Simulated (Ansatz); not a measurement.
Working through a ladder of methods at one geometry of FGeH4P, SMILES [F][GeH2][PH2]

Computed with Ansatz 0.2.0 through its Python package.

The cells in order, each with its output:

In [1]:
```python
import ansatz as az
from ase import Atoms
```

In [2]:
```python
atoms = Atoms(["F", "Ge", "P", "H", "H", "H", "H"], positions=[
    (-1.7597, -0.7587, 1.1678),
    (-0.8093, 0.1345, -0.0079),
    (1.3787, 0.1681, 0.6495),
    (-0.92, -0.5534, -1.3925),
    (-1.3408, 1.5872, -0.1076),
    (1.8552, 0.6533, -0.6341),
    (1.596, -1.231, 0.3247),
])
mol = az.Crystal.molecule_from_ase(atoms)

setup = mol.calculation().basis(gaussian="def2-SVP")

methods = ["mp2", "ccsd", "ccsd_t"]
reports = [setup.correlation(m).run(threads=1).report for m in methods]
print(f"Hartree-Fock reference {reports[0]['reference_energy_ev'] / 27.211386246:.6f} Ha")
best = reports[-1]["free_energy_ev"] - reports[-1]["reference_energy_ev"]
for method, each in zip(methods, reports):
    gained = each["free_energy_ev"] - each["reference_energy_ev"]
    print(f"{method:8s} total {each['free_energy_ev'] / 27.211386246:.6f} Ha  correlation {gained:9.4f} eV  ({100 * gained / best:.1f} % of the last)")
```
```text
Hartree-Fock reference -2517.448216 Ha
mp2      total -2517.989035 Ha  correlation  -14.7164 eV  (92.7 % of the last)
ccsd     total -2518.017834 Ha  correlation  -15.5001 eV  (97.6 % of the last)
ccsd_t   total -2518.031557 Ha  correlation  -15.8735 eV  (100.0 % of the last)
```

Caveats:
- Total energies depend on the basis set; only differences at equal settings carry meaning.
- The geometry is a force-field or estimated start, not a minimum of this method, and the basis set is short of its limit. A lower total doesn't mark the better method: functionals have no common bound, and MP2 and coupled cluster aren't variational.
- Inner cores stay frozen; a filled d shell under the valence of the heavier atoms is correlated with it.
- Timing: 9.8 s on 1 thread of Arm Neoverse V2, on a shared host, peak memory 0.32 GiB.
